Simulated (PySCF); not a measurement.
# C6H6NP: electronic excitations

Wanted: the electronic excitations of C6H6NP (`C=Cc1cpccn1`), by calculation.

Programs: PySCF 2.14.0, with density-fitted response routines of our own. Each step states its level of theory. These are calculated values for one molecule in the gas phase, unless marked as measured. Atoms are numbered from 0 throughout.

## Step 1: The starting structure

14 atoms, charge 0, multiplicity 1; geometry from: GFN2-xTB.

Bonds of the start (Å): C0–C1 1.33, C1–C2 1.46, C2–C3 1.39, C3–P4 1.73, P4–C5 1.73, C5–C6 1.38, C6–N7 1.32, N7–C2 1.33, C0–H8 1.08, C0–H9 1.08, C1–H10 1.08, C3–H11 1.08, C5–H12 1.08, C6–H13 1.09.

## Step 2: Ultraviolet spectrum: CAM-B3LYP/def2-SVPD

Job settings and geometry (Å):

```
{"job": {"kind": "uv", "xc": "CAM-B3LYP", "basis": "def2-SVPD", "nstates": 8, "ntriplets": 3}, "charge": 0, "multiplicity": 1}
C      2.436932     0.920791     0.140518
C      1.757073    -0.218606     0.151542
C      0.299983    -0.283965     0.037428
C     -0.319349    -1.530628     0.063748
P     -2.026769    -1.789912    -0.056964
C     -2.529511    -0.136434    -0.198404
C     -1.648132     0.929078    -0.193128
N     -0.338182     0.879864    -0.085370
H      3.509777     0.947223     0.226349
H      1.920013     1.860003     0.043842
H      2.263830    -1.170298     0.248179
H      0.305701    -2.409524     0.167503
H     -3.587851     0.065602    -0.295141
H     -2.044193     1.936336    -0.287203
```

Level: TDDFT CAM-B3LYP/def2-SVPD, vertical, gas phase, core orbitals frozen in the response.

Command:

```console
> OMP_NUM_THREADS=1 python probes_run.py task.json out
```

One launch serves the whole session: the jobs run in the order shown.

Log:

```text
coarse grid: 12928 points
cycle   1  E = -627.7250045567  dE =  1.492e+00  |g| = 3.595e-01  |ddm| = 8.127e+00
cycle   2  E = -627.7341564868  dE = -9.152e-03  |g| = 3.548e-01  |ddm| = 1.661e+00
cycle   3  E = -627.7611498734  dE = -2.699e-02  |g| = 7.322e-02  |ddm| = 8.975e-01
cycle   4  E = -627.7621585429  dE = -1.009e-03  |g| = 3.622e-02  |ddm| = 1.808e-01
cycle   5  E = -627.7624800341  dE = -3.215e-04  |g| = 5.899e-03  |ddm| = 9.066e-02
cycle   6  E = -627.7624891466  dE = -9.112e-06  |g| = 2.160e-03  |ddm| = 1.840e-02
final grid: 122400 points
cycle   7  E = -627.8568746629  dE = -3.126e-05  |g| = 3.318e-03  |ddm| = 1.183e-01
cycle   8  E = -627.8568746506  dE =  1.229e-08  |g| = 3.513e-03  |ddm| = 1.563e-02
cycle   9  E = -627.8568776186  dE = -2.968e-06  |g| = 2.381e-04  |ddm| = 6.247e-03
cycle  10  E = -627.8568776354  dE = -1.687e-08  |g| = 1.433e-04  |ddm| = 1.069e-03
cycle  11  E = -627.8568776405  dE = -5.028e-09  |g| = 5.492e-05  |ddm| = 4.279e-04
cycle  12  E = -627.8568776413  dE = -7.990e-10  |g| = 1.878e-05  |ddm| = 1.371e-04
converged SCF energy = -627.8568776413

Static polarisability (au): isotropic 102.928, principal 59.596 102.669 146.518

Singlet excitations
state   eV       nm        f      main configurations
  1   4.1068    301.9   0.00745   H-1->L 0.97
  2   4.4141    280.9   0.08134   H->L 0.81
  3   4.8066    257.9   0.00168   H-1->L+1 0.94
  4   5.1306    241.7   0.07367   H-2->L 0.44, H->L+1 0.40, H->L 0.12
  5   5.2510    236.1   0.00790   H-3->L 0.91
  6   5.7863    214.3   0.68660   H-2->L 0.41, H->L+1 0.29, H-2->L+1 0.18
  7   6.0027    206.5   0.12455   H-2->L+1 0.52, H->L+1 0.24, H-4->L 0.10
  8   6.2049    199.8   0.00059   H-3->L+1 0.90

Triplet excitations (Tamm-Dancoff, eV): 3.0917 3.4633 3.6674
```

It took 47 s on 1 thread of Arm Neoverse V1, shared host; peak memory 0.96 GiB.

Frontier orbitals and where they lie:

| orbital | eV | atoms |
| --- | --- | --- |
| HOMO−3 | -9.94 | P4 50 %, N7 24 %, C3 8 % |
| HOMO−2 | -9.21 | P4 28 %, C3 26 %, N7 17 % |
| HOMO−1 | -8.82 | N7 39 %, P4 17 %, C6 10 % |
| HOMO | -8.32 | C0 22 %, C1 18 %, C5 16 % |
| LUMO | -1.11 | P4 32 %, N7 16 %, C5 16 % |
| LUMO+1 | -0.26 | C3 21 %, C6 14 %, P4 12 % |
| LUMO+2 | 1.45 | C6 14 %, C3 12 %, P4 11 % |

With each of the 8 states as a Gaussian band of 0.4 eV half-width at 1/e, the curve within the window shown has maxima at 280 nm (ε 3,600), 214 nm (ε 32,000) L/(mol cm). Beyond the last state computed it falls off for lack of states. The curve at chosen wavelengths:

(nm, ε (L/mol/cm)): (191, 2159), (197, 7984), (204, 20493), (210, 29962), (217, 30655), (223, 23371), (230, 13648), (236, 8218), (243, 5093), (249, 3833), (256, 3141), (262, 3029), (269, 3268), (275, 3528), (282, 3602), (288, 3375), (295, 2834), (301, 2260), (308, 1608), (314, 1137), (321, 719), (327, 468), (334, 274), (340, 169), (347, 94), (353, 55)

Leading natural transition orbitals of singlet state 6: the hole lies on P4 36 %; C5 20 %; N7 20 %; the particle on P4 37 %; C3 21 %; C6 13 %.

Leading natural transition orbitals of singlet state 1: the hole lies on N7 49 %; P4 12 %; C2, C3, C5 about 7 % each; the particle on P4 33 %; N7 20 %; C2, C5 about 11 % each.

Further results of this job:

| property | computed |
| --- | --- |
| dipole moment (D) | 0.41 |
| polarisability (Å³) | 15.25 |
| HOMO–LUMO gap (eV) | 7.21 |
| −ε(HOMO) (eV) | 8.32 |

Orbitals, density, ELF and potential are computed afterwards from the orbital file.

Frontier orbitals at CAM-B3LYP/def2-SVPD, with the share of their density that lies nearest to each atom:

| orbital | energy (eV) | lies on |
| --- | --- | --- |
| HOMO | -8.32 | C0 23 %; C1, C5 about 17 % each; C2, C3 about 10 % each |
| LUMO | -1.11 | P4 37 %; N7 16 %; C5 12 % |

ELF in a plane through or near 14 of the atoms.

Values, 10 rows by 14 columns:
```
0.00 0.00 0.00 0.00 0.00 0.00 0.00 0.00 0.00 0.00 0.00 0.00 0.00 0.00
0.00 0.00 0.00 0.00 0.00 0.00 0.01 0.02 0.00 0.09 0.10 0.00 0.00 0.00
0.00 0.00 0.00 0.00 0.07 0.01 0.98 0.98 0.06 0.90 0.98 0.79 0.00 0.00
0.00 0.00 0.00 0.20 0.99 0.91 0.47 0.42 0.85 0.82 0.83 0.60 0.00 0.00
0.00 0.00 0.01 0.02 0.74 0.39 0.55 0.92 0.45 0.73 0.63 0.05 0.00 0.00
0.00 0.01 0.98 0.98 0.49 0.67 0.47 0.88 0.27 0.43 0.71 1.00 0.42 0.00
0.00 0.00 0.85 0.71 0.94 0.92 0.75 0.79 0.55 0.67 0.08 0.69 0.03 0.00
0.00 0.00 0.00 0.04 0.94 0.87 0.17 0.29 0.50 1.00 0.33 0.00 0.00 0.00
0.00 0.00 0.00 0.00 0.00 0.00 0.00 0.00 0.04 0.56 0.02 0.00 0.00 0.00
0.00 0.00 0.00 0.00 0.00 0.00 0.00 0.00 0.00 0.00 0.00 0.00 0.00 0.00
```
The map spans 12.4 Å across and 10.1 Å up, centred on the molecule. Atoms in the plane (x, y in Å): C0 (-2.5, -0.7), C1 (-1.7, 0.4), C2 (-0.3, 0.3), C3 (0.5, 1.5), P4 (2.2, 1.6), C5 (2.5, -0.1), C6 (1.6, -1.1), N7 (0.3, -0.9), H8 (-3.6, -0.6), H9 (-2.1, -1.7), H10 (-2.2, 1.4), H11 (-0.1, 2.4), H12 (3.6, -0.4), H13 (1.9, -2.1).

On the surface of density 0.002 e/bohr³ the electrostatic potential runs, from the 1st to the 99th percentile, from -1.18 V near N7 to 1.04 V near H11.

## Step 3: Summary of results

```
                                quantity                        value
    lowest singlet (CAM-B3LYP/def2-SVPD)  4.11 eV (302 nm), f = 0.007
brightest single state of those computed  state 6, 5.79 eV, f = 0.687
                          lowest triplet                      3.09 eV
   surface potential, 1st and 99th percentile           -1.18 V and 1.04 V
```

**Reading.** The lowest singlet, at 4.11 eV, is HOMO−1→LUMO 0.97 and is weak; of the 8 states computed, the strongest absorption comes from state 6 at 5.79 eV. The lowest triplet lies 1.02 eV below the lowest singlet (triplets in Tamm-Dancoff, singlets in full TDDFT). By nearest atom (CAM-B3LYP/def2-SVPD), the HOMO sits on C0 23 %; C1, C5 about 17 % each and the LUMO on P4 37 %; N7 16 %.
